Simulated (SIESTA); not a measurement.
Ti3Nb3Sn2: single point with PBEsol

Crystal: Ti3Nb3Sn2.

```xyz
8
Lattice="3.7351 2.1565 3.0471 -3.7351 2.1565 3.0471 0.0000 -4.3130 3.0471" Properties=species:S:1:pos:R:3 pbc="T T T"
Sn    0.0000    0.0000    6.9080
Sn    0.0000    0.0000    2.2333
Nb   -0.9106    1.5772    4.5707
Nb   -0.9106   -1.5772    4.5707
Nb    1.8212    0.0000    4.5707
Ti   -2.7694    0.4837    3.0471
Ti    0.9658   -2.6402    3.0471
Ti    1.8036    2.1565    3.0471
```

The cell comes from a database or a generator and needn't be the stable form of this composition.

```yaml
Program: SIESTA 5.4.2
Task: single point
Functional: PBEsol
Potentials_or_basis: PseudoDojo 0.4 standard (PBEsol files)
Basis: DZP (energy shift 0.003 Ry; two zetas on semicore shells)
Grid_cutoff: 800 Ry
Energy_shift: 0.003 Ry
k_mesh: 5 × 5 × 5
Occupations: fermi-dirac, width 0.05 eV
Spin: no spin polarisation
```

```
Pressure               : -3.8 GPa
Largest force          : 0.064 eV/Å
Band gap on the k mesh : none (metal or under the smearing width)
Hirshfeld charges      : Sn -0.06; Nb +0.12; Ti -0.08 e
Voronoi charges        : Sn -0.06; Nb +0.15; Ti -0.11 e
```

Forces in eV/Å, atoms in the order of the input:
```
Sn   0.000  0.000  0.026
Sn   0.000  0.000 -0.026
Nb  -0.019  0.032  0.000
Nb  -0.019 -0.032  0.000
Nb   0.037  0.000  0.000
Ti   0.032 -0.055  0.000
Ti   0.032  0.055  0.000
Ti  -0.064  0.000  0.000
```

Stress tensor (GPa, compression positive):
```
-3.87  0.00  0.00
 0.00 -3.87  0.00
 0.00  0.00 -3.68
```

Levels at points of the mesh, in eV from the Fermi level:
| k point | band 48 | band 49 | band 50 | band 51 | band 52 | band 53 | band 54 | band 55 | band 56 | band 57 |
| --- | --- | --- | --- | --- | --- | --- | --- | --- | --- | --- |
| (0.00, 0.00, 0.00) | -1.61 | -1.13 | -0.32 | -0.32 | -0.10 | 0.17 | 0.17 | 2.14 | 2.14 | 2.14 |

Wall time 6.2 min on 1 thread of Arm Neoverse V2, with other jobs on the host, peak memory 0.98 GiB.

Caveat: Mulliken charges of long-ranged orbitals can have an unphysical sign; the basis of atomic orbitals isn't converged, which shifts pressures, moduli and gaps.
